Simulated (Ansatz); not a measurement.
# CH2Ru: the cost of one run

Computed with Ansatz 0.2.0 (the levels named in each step, unless a step's input says otherwise).

## Step 1: The starting structure

Bond lengths: C1–Ru2 1.751 Å, C1–H3 1.098 Å, Ru2–H4 1.516 Å. Angles: C1–Ru2–H4 84.5°, Ru2–C1–H3 176.8°.

Structure file:

```xyz
4

C    -1.3916    0.6179   -0.2431
Ru    0.1819   -0.0949    0.0416
H    -2.3513    1.1078   -0.4549
H     0.6913    1.0422   -0.8213
```

## Step 2: A rough first relaxation, PBE-D4/def2-SVP

This run stands in another session on the same molecule. It ended at:

```xyz
4

C    -1.3564    0.6098   -0.2420
Ru    0.1187   -0.0922    0.0482
H    -2.3410    1.0934   -0.4463
H     0.7089    1.0620   -0.8375
```

## Step 3: Relaxation, PBE0-D4/def2-TZVPP

File input.yaml:

```yaml
crystal:
  periodic: [false, false, false]
  atoms:
    - { symbol: C, position_ang: [-1.35641301, 0.6097875, -0.24204029] }
    - { symbol: Ru, position_ang: [0.11872205, -0.09215262, 0.04821905] }
    - { symbol: H, position_ang: [-2.34098434, 1.09338665, -0.44629663] }
    - { symbol: H, position_ang: [0.7089353, 1.06200847, -0.83750214] }
magnetization:
  spin_polarized: true
  initial_magnetization: 1
total_charge: 1
basis:
  gaussian: { orbitals: def2-TZVPP }
hamiltonian:
  xc: pbe0
  dispersion: d4
relax:
  f_tol: 0.002
  max_steps: 150
```

Launch:

```sh
$ ansatz run input.yaml --threads 2 --pin off --max-ram 5120MiB --backend cpu --events-out ev --progress --plain --runs-dir out
```

Q: Estimate wall time and peak memory on 2 threads of Intel Xeon at 2.70GHz, shared host.

About 24 s, with a peak of 0.22 GiB.
